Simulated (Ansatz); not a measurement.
# BH₅O₃Si: one species, many methods

Aim: compute BH₅O₃Si with functionals from several rungs and with coupled cluster, and see how far each lands from CCSD(T) at the basis-set limit for the atomisation energy.

The runs use Ansatz 0.2.0, Gaussian basis; functionals in def2-TZVPP, the program's frozen cores in correlated methods.

The runs, in order: PBE-D4, r2SCAN-D4, PBE0-D4, B3LYP-D4, ωB97X-V, ωB97M-V, B2PLYP; CCSD(T)/def2-TZVPP; CCSD(T)/def2-QZVPP; extrapolation to the limit.

## (1) The relaxed structure

The geometry comes from an earlier relaxation with PBE0-D4 in a triple-zeta def2 set; it is a stationary point, not always the lowest conformer.

10 atoms, charge 0, spin multiplicity 1.

Atoms are counted from 1 here; the program's logs count them from 0.

Bond lengths: O1–B2 1.365 Å, O1–H6 0.960 Å, B2–O3 1.366 Å, B2–O4 1.365 Å, O3–H7 0.959 Å, O4–Si5 1.653 Å, Si5–H8 1.484 Å, Si5–H9 1.482 Å, Si5–H10 1.484 Å. Angles: B2–O1–H6 112.6°, O1–B2–O3 119.7°, O1–B2–O4 119.4°, O3–B2–O4 120.9°, B2–O3–H7 112.2°, B2–O4–Si5 130.0°, O4–Si5–H8 110.7°, O4–Si5–H9 106.3°, O4–Si5–H10 110.7°, H8–Si5–H9 109.7°, H8–Si5–H10 109.8°, H9–Si5–H10 109.7°.

Coordinates:

```tsv
atom	x (Å)	y (Å)	z (Å)
O1	-0.0491	1.2139	-1.1870
B2	-0.2617	-0.1209	-0.9996
O3	-0.6616	-0.8973	-2.0496
O4	-0.0703	-0.6616	0.2390
Si5	0.4043	0.0556	1.6503
H6	-0.2118	1.4897	-2.0916
H7	-0.7784	-1.8156	-1.7971
H8	1.7556	0.6519	1.5063
H9	0.4381	-1.0183	2.6714
H10	-0.5652	1.1027	2.0578
```

## (2) PBE-D4 (GGA)

File in.yaml:

```yaml
crystal:
  periodic: [false, false, false]
  atoms:
    - {symbol: O, position_ang: [-0.049056, 1.213859, -1.187037]}
    - {symbol: B, position_ang: [-0.261667, -0.120920, -0.999613]}
    - {symbol: O, position_ang: [-0.661563, -0.897343, -2.049589]}
    - {symbol: O, position_ang: [-0.070303, -0.661638, 0.239001]}
    - {symbol: Si, position_ang: [0.404306, 0.055647, 1.650324]}
    - {symbol: H, position_ang: [-0.211823, 1.489688, -2.091603]}
    - {symbol: H, position_ang: [-0.778435, -1.815567, -1.797067]}
    - {symbol: H, position_ang: [1.755649, 0.651850, 1.506346]}
    - {symbol: H, position_ang: [0.438062, -1.018309, 2.671447]}
    - {symbol: H, position_ang: [-0.565151, 1.102723, 2.057791]}
basis:
  gaussian: {orbitals: def2-TZVPP}
hamiltonian: {xc: pbe, dispersion: d4}
output: {forces: true, orbitals: {seedname: orbitals}}
```

Launch:

```sh
$ ansatz run in.yaml --threads 2 --pin off --events-out ev --progress --plain --max-ram 32768MiB --backend cpu
```

The runs that follow: r2SCAN-D4 (meta-GGA); PBE0-D4 (hybrid); B3LYP-D4 (hybrid); ωB97X-V (range-separated); ωB97M-V (range-separated); B2PLYP (double hybrid); CCSD(T) in def2-TZVPP; CCSD(T) in def2-QZVPP.

**Question.** What will the summary of the whole plan be? Wanted: atomisation energy, CCSD(T)/CBS; farthest; mean size of error, hybrid; mean size of error, range-separated; gap, smallest and largest; T1 diagnostic; triples share of the correlation energy.

As calculated:

```
                               quantity                                 value
        atomisation energy, CCSD(T)/CBS                             41.915 eV
    functionals within 0.210 eV (0.5 %)           r2SCAN-D4, ωB97X-V, ωB97M-V
                               farthest                   PBE0-D4 (-0.533 eV)
             mean size of error, hybrid                              0.375 eV
    mean size of error, range-separated                              0.059 eV
              gap, smallest and largest  6.75 eV (PBE-D4), 13.47 eV (ωB97X-V)
                          T1 diagnostic                                0.0119
triples share of the correlation energy                                 3.3 %
```

**Reading.** PBE-D4 is off by +0.299 eV. Double hybrids carry the basis error of their MP2 part in triple zeta, and no dispersion term here, so their miss is partly the set-up's. The reference freezes the cores and leaves out relativity and excitations past (T), so misses under about 0.210 eV can't be ranked. Hartree-Fock recovers 74 % of the binding; the rest is correlation. Orbital gaps span 6.8 to 13.5 eV; exact exchange widens them.
